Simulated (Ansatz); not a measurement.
Crystal: CsLiCr2Te2S3.

```
Cs Li Cr Te S
1.0
     7.05684    0.00000    0.00788
     0.00000    3.98060    0.00000
    -2.68302    0.00000    8.67869
Cs Li Cr Te S
1 1 2 2 3
Direct
  0.07739 0.00000 0.37706
  0.86424 0.50000 0.78883
  0.12646 0.00000 0.94616
  0.59290 0.50000 0.97165
  0.50838 0.00000 0.15270
  0.55612 0.00000 0.74893
  0.87426 0.00000 0.68502
  0.25176 0.50000 0.84402
  0.96294 0.50000 0.05357
```

The cell was built by a generator and needn't be a form met in nature.

- Program: Ansatz 0.2.0
- Task: relaxation of cell and atoms
- Functional: r2SCAN
- Dispersion: rVV10
- Potentials or basis: Ansatz PAW
- Cutoff: 500 eV (not typed: the program's choice for these potentials)
- k mesh: 3 × 5 × 3
- Occupations: fermi-dirac, width 0.05 eV
- Spin: collinear spin, ferromagnetic start
- Starting moments: [0.0, 0.0, 3.0, 3.0, 0.0, 0.0, 0.0, 0.0, 0.0] μB

At the start: volume 27.10 Å³/atom.

Q: How do energy, volume and symmetry change on relaxing?

A: It ends after 8 steps and the volume is 25.90 Å³/atom (-4.4 %); space group Pm (No. 6, to 0.05 Å); moment 6.00 μB per cell.

The path:
```tsv
step	energy change (eV)	largest force (eV/Å)	volume (Å³)
1	0.0000	0.2986	243.87
2	-0.0291	0.1952	237.18
3	-0.0406	0.1115	234.10
4	-0.0456	0.0279	233.53
5	-0.0464	0.0150	233.19
6	-0.0466	0.0120	233.24
7	-0.0467	0.0041	233.14
8	-0.0451	0.0040	233.14
```

Final structure:
```xyz
9
Lattice="7.0642 0.0000 -0.0051 0.0000 3.9328 0.0000 -2.7015 0.0000 8.3937" Properties=species:S:1:pos:R:3 pbc="T T T"
Cs   -0.4474    0.0000    3.2412
Li    3.9515    1.9664    6.5822
Cr   -1.6575    0.0000    7.9464
Cr    1.5533    1.9664    8.1754
Te    3.1715    0.0000    1.3743
Te    1.9196    0.0000    6.2249
S     4.3009    0.0000    5.6785
S    -0.4960    1.9664    7.0207
S     6.6726    1.9664    0.4672
```

Caveat: the magnetic or orbital state may not be the lowest; the plane-wave basis is chosen anew once the cell has moved, so the energies of steps on either side of that aren't comparable; only a ferromagnetic start was run, and an antiferromagnetic order may lie lower in energy; the PAW data sets come from PBE, with cores solved anew for the run's functional, which leaves a small shift of forces and pressure.
